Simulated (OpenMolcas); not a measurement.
# Mo²⁺ among point charges: CASSCF and CASPT2 levels and susceptibility, part 1 of 2

How does a field of 4 point charges split the states of Mo²⁺, and what χT follows?

Method: state-averaged CASSCF and CASPT2, spin-orbit coupling by RASSI with atomic mean-field integrals. Code: OpenMolcas 26.06.

**1. Starting point**

| Item | Value |
| --- | --- |
| Species | Mo²⁺ (molybdenum, Z = 42, 40 electrons) |
| Basis | ANO-RCC-VDZP [6s5p3d1f], 43 functions |
| Scalar Hamiltonian | DKH2, point nucleus |
| Inactive shells | 1s 2s 2p 3s 3p 3d 4s 4p |
| Active space | 4 electrons in 5 orbitals (4d) |
| Some configurations of this space | 4d⁴ |
| Orbitals | optimised for each spin and parity, averaged over all roots |

Outer shells as boxes (Hund's rule):

4d4
```
4d [↑ ][↑ ][↑ ][↑ ][  ]
```

The ion sits among 4 point charges of -1 e arranged as a tetrahedron (Td), 2.12 Å from the ion.

The work runs as a chain of OpenMolcas steps in one folder; each step below is one input file. Labels, J, g values, rates, χT and fits are worked out afterwards by a script from the matrices that RASSI stores.

**2. Basis and integrals**

a.inp reads:

```
&GATEWAY
Coord
1

Mo 0.0 0.0 0.0
Basis=ANO-RCC-VDZP
Group=NoSym
NoMove
AngMom=0.0 0.0 0.0
AMFI
XField
4 Angstrom 0
1.223983 1.223983 1.223983 -1.000000
1.223983 -1.223983 -1.223983 -1.000000
-1.223983 1.223983 -1.223983 -1.000000
-1.223983 -1.223983 1.223983 -1.000000
&SEWARD
```

On the command line:

```sh
$ OMP_NUM_THREADS=1 MOLCAS_MEM=1689 MOLCAS_PROJECT=a pymolcas a.inp > a.log
```

The program printed:

```text
Basis set label: MO.ANO-RCC...6S5P3D1F.

      Electronic valence basis set:
      ------------------
      Associated Effective Charge  42.000000 au
      Associated Actual Charge     42.000000 au
      Nuclear Model: Point charge

      Shell  nPrim  nBasis  Cartesian Spherical Contaminant
         s      21       6        X
         p      18       5        X
         d      13       3                 X
         f       6       1                 X
                  Relativistic Douglas-Kroll-Hess integrals:
                    - DKH order of Hamiltonian: 2
                    - DKH order of Properties : 0
                  Atomic mean-field integrals
```

**3. Reference wave functions, quintets, 5 roots**

a.inp reads:

```
&RASSCF
FileOrb=start.orb
Symmetry=1
Spin=5
nActEl=4 0 0
Inactive=18
Ras2=5
CIRoot=5 5 1
SDav=5
CIMx=300
Iter=120 100
PrWF=0.3
OrbListing=Nothing
MaxOrb=0
>>> COPY $Project.JobIph JOB001
```

start.orb holds the contracted functions of the basis, ordered by shell, or the orbitals of the step before.

The program printed, cut to the lines that bear on the results:

```text
[...]
      Number of active orbitals                  5
[...]
      Spin quantum number                      2.0
[...]
      Active orbitals                            5
[...]
      Number of CSFs                             5
      Number of root(s) required                 5
[...]
      Convergence after 10 iterations
[...]
      Natural orbitals and occupation numbers for root  1
      sym 1:   1.000000   0.000000   1.000000   1.000000   1.000000
      Natural orbitals and occupation numbers for root  2
      sym 1:   1.000000   1.000000   1.000000   0.000000   1.000000
      Natural orbitals and occupation numbers for root  3
      sym 1:  -0.000000   1.000000   1.000000   1.000000   1.000000
::    RASSCF root number  1 Total energy:  -4046.92165962
::    RASSCF root number  2 Total energy:  -4046.92165962
::    RASSCF root number  3 Total energy:  -4046.92165962
::    RASSCF root number  4 Total energy:  -4046.91026792
::    RASSCF root number  5 Total energy:  -4046.91026792
```

**4. CASSCF: triplets, 45 roots**

a.inp reads:

```
&RASSCF
FileOrb=start.orb
Symmetry=1
Spin=3
nActEl=4 0 0
Inactive=18
Ras2=5
CIRoot=45 45 1
SDav=45
CIMx=300
Iter=120 100
PrWF=0.3
OrbListing=Nothing
MaxOrb=0
>>> COPY $Project.JobIph JOB002
```

The program printed, cut to the lines that bear on the results:

```text
[...]
      Number of active orbitals                  5
[...]
      Spin quantum number                      1.0
[...]
      Active orbitals                            5
[...]
      Number of CSFs                            45
      Number of root(s) required                45
[...]
      Convergence after  9 iterations
[...]
      Natural orbitals and occupation numbers for root  1
      sym 1:   0.898892   0.161415   1.821099   0.163518   0.955076
      Natural orbitals and occupation numbers for root  2
      sym 1:   0.227523   0.158446   1.744238   0.834812   1.034982
      Natural orbitals and occupation numbers for root  3
      sym 1:   0.158464   0.836237   1.033241   0.226147   1.745910
::    RASSCF root number  1 Total energy:  -4046.86131869
::    RASSCF root number  2 Total energy:  -4046.86131869
::    RASSCF root number  3 Total energy:  -4046.86131869
[...]
::    RASSCF root number 27 Total energy:  -4046.82586600
::    RASSCF root number 28 Total energy:  -4046.82501902
::    RASSCF root number 29 Total energy:  -4046.82501902
::    RASSCF root number 30 Total energy:  -4046.82501902
```

**5. Reference wave functions, singlets, 50 roots**

a.inp reads:

```
&RASSCF
FileOrb=start.orb
Symmetry=1
Spin=1
nActEl=4 0 0
Inactive=18
Ras2=5
CIRoot=50 50 1
SDav=50
CIMx=300
Iter=120 100
PrWF=0.3
OrbListing=Nothing
MaxOrb=0
>>> COPY $Project.JobIph JOB003
```

The program printed, cut to the lines that bear on the results:

```text
[...]
      Number of active orbitals                  5
[...]
      Spin quantum number                      0.0
[...]
      Active orbitals                            5
[...]
      Number of CSFs                            50
      Number of root(s) required                50
[...]
      Convergence after  8 iterations
[...]
      Natural orbitals and occupation numbers for root  1
      sym 1:   0.087231   0.087231   1.869153   0.087231   1.869153
      Natural orbitals and occupation numbers for root  2
      sym 1:   0.964900   0.061919   1.845087   0.096312   1.031782
      Natural orbitals and occupation numbers for root  3
      sym 1:   0.062768   0.126250   1.816554   0.934094   1.060333
::    RASSCF root number  1 Total energy:  -4046.83897813
::    RASSCF root number  2 Total energy:  -4046.83078127
::    RASSCF root number  3 Total energy:  -4046.83078127
[...]
::    RASSCF root number 27 Total energy:  -4046.78110976
::    RASSCF root number 28 Total energy:  -4046.78110976
::    RASSCF root number 29 Total energy:  -4046.77141126
::    RASSCF root number 30 Total energy:  -4046.76740665
```

**6. RASSI: spin-orbit coupling between the states**

a.inp reads:

```
&RASSI
NrOfJobIphs=3 5 45 50
1 2 3 4 5
1 2 3 4 5 6 7 8 9 10 11 12 13 14 15 16 17 18 19 20 21 22 23 24 25 26 27
28 29 30 31 32 33 34 35 36 37 38 39 40 41 42 43 44 45
1 2 3 4 5 6 7 8 9 10 11 12 13 14 15 16 17 18 19 20 21 22 23 24 25 26 27
28 29 30 31 32 33 34 35 36 37 38 39 40 41 42 43 44 45 46 47 48 49 50
IphNames
JOB001
JOB002
JOB003
EJob
SpinOrbit
DIPRint=1.0
SOCoupling=1000.0
Subsets=2
Property=9
'ANGMOM' 1 'ANGMOM' 2 'ANGMOM' 3 'MLTPL  1' 1 'MLTPL  1' 2 'MLTPL  1' 3
'AMFI' 1 'AMFI' 2 'AMFI' 3
SOProperty=3
'ANGMOM' 1 'ANGMOM' 2 'ANGMOM' 3
```

On the command line:

```sh
$ OMP_NUM_THREADS=1 MOLCAS_MEM=1689 MOLCAS_PROJECT=a pymolcas a.inp > a.log
```

The program printed, cut to the lines that bear on the results:

```text
SPIN-FREE ENERGIES:
  (Shifted by EMIN (a.u.) =      -4046.9216596233)
 SF State       Relative EMIN(au)   Rel lowest level(eV)    D:o, cm**(-1)      L_eff
     1             0.0000000000        0.0000000000              0.0000         2.0
     2             0.0000000000        0.0000000000              0.0000         2.0
     3             0.0000000000        0.0000000000              0.0000         2.0
     4             0.0113916987        0.3099839136           2500.1889         2.0
     5             0.0113916987        0.3099839136           2500.1889         2.0
     6             0.0603409307        1.6419603704          13243.3035         4.3
     7             0.0603409307        1.6419603704          13243.3035         4.3
     8             0.0603409307        1.6419603704          13243.3035         4.3
     9             0.0651185521        1.7719660723          14291.8702         4.7
    10             0.0651185521        1.7719660723          14291.8702         4.7
[...]
Eigenvalues of complex Hamiltonian:
   -----------------------------------
  (Shifted by EMIN (a.u.) =      -4046.9216596233)
 SO State       Relative EMIN(au)   Rel lowest level(eV)    D:o, cm**(-1)     J-value
     1            -0.0034663752        0.0000000000              0.0000         1.0
     2            -0.0027805502        0.0186622480            150.5212         1.4
     3            -0.0027805502        0.0186622480            150.5212         1.4
     4            -0.0027805502        0.0186622480            150.5212         1.4
     5            -0.0020521535        0.0384829324            310.3858         1.4
     6            -0.0020521535        0.0384829324            310.3858         1.9
     7            -0.0020521535        0.0384829324            310.3858         1.9
     8            -0.0003097942        0.0858949454            692.7895         2.3
     9            -0.0003097942        0.0858949454            692.7895         2.1
    10             0.0002048642        0.0998995138            805.7439         2.3
    11             0.0002048642        0.0998995138            805.7439         2.3
[...]
```

Time for these steps: 26 s (1 thread of Arm Neoverse V1, shared host).

States without spin-orbit coupling:

```tsv
state	degeneracy	E (cm-1)	free-ion L (%)
5T2	3	0	D (100)
5E	2	2500	D (100)
3T1	3	13243	H (70)
3T2	3	14292	H (85)
3T1	3	15355	H (69)
3E	2	16252	H (88)
3T2	3	17063	G (64)
3T1	3	17277	P (65)
1A1	1	18146	I (52)
3T1	3	18513	F (39)
3T2	3	18810	F (63)
3A2	1	19078	F (100)
3E	2	19343	G (87)
1T1	3	19945	I (70)
3A1	1	21024	G (100)
3T1	3	21210	G (58)
1T2	3	21630	I (96)
1E	2	22687	G (60)
1A1	1	23271	I (46)
3T2	3	23598	D (96)
1T2	3	23829	I (83)
1A2	1	23861	I (98)
1T1	3	24281	G (70)
3E	2	25391	D (97)
```

With spin-orbit coupling:

```csv
E (cm-1),Degeneracy,Label,2S+1
0.0,1,A1,5
150.5,3,T1,5
310.4,3,T2,5
692.8,2,E,5
805.7,3,T1,5
1140,3,T2,5
3193,1,A2,5
3253,3,T2,5
3306,2,E,5
3342,3,T1,5
3376,1,A1,5
12921,1,A1,3
13655,3,T1,3
13890,2,E,3
14094,3,T2,3
14702,3,T1,3
15013,2,E,3
15041,3,T2,3
15070,1,A2,3
15780,3,T1,3
15803,3,T2,3
15840,2,E,3
16112,1,A1,3
16753,3,T2,3
```

The table of states holds 24 of 43 computed; the rest, higher up, is left out.

Powder χT (cm³ K/mol): 0.02 at 2 K, 0.05 at 5 K, 0.11 at 10 K, 0.22 at 20 K, 0.54 at 50 K, 0.96 at 100 K, 1.20 at 150 K, 1.37 at 200 K, 1.50 at 250 K, 1.62 at 300 K.

A ligand-field fit to the states below 45000 cm-1 gives 10Dq = -2614 cm-1, B = 713 cm-1 and C = 2918 cm-1 (C/B = 4.09), with a deviation of 114 cm-1.

Orbitals of the lowest block (energies include the constant potential of the surroundings):

```tsv
shell	space	energy (hartree)	mean occupation	⟨r²⟩ (bohr²)
1s	inactive	-738.3990	2.000	0.00163
2s	inactive	-106.8277	2.000	0.0277
2p	inactive	-95.2829	6.000	0.0219
3s	inactive	-19.1441	2.000	0.208
3p	inactive	-15.2466	6.000	0.213
3d	inactive	-8.8879	10.000	0.206
4s	inactive	-2.6281	2.000	1.40
4p	inactive	-1.4740	6.000	1.74
4d	RAS2		4.000	3.82
```

(Continued in part 2 of 2.)
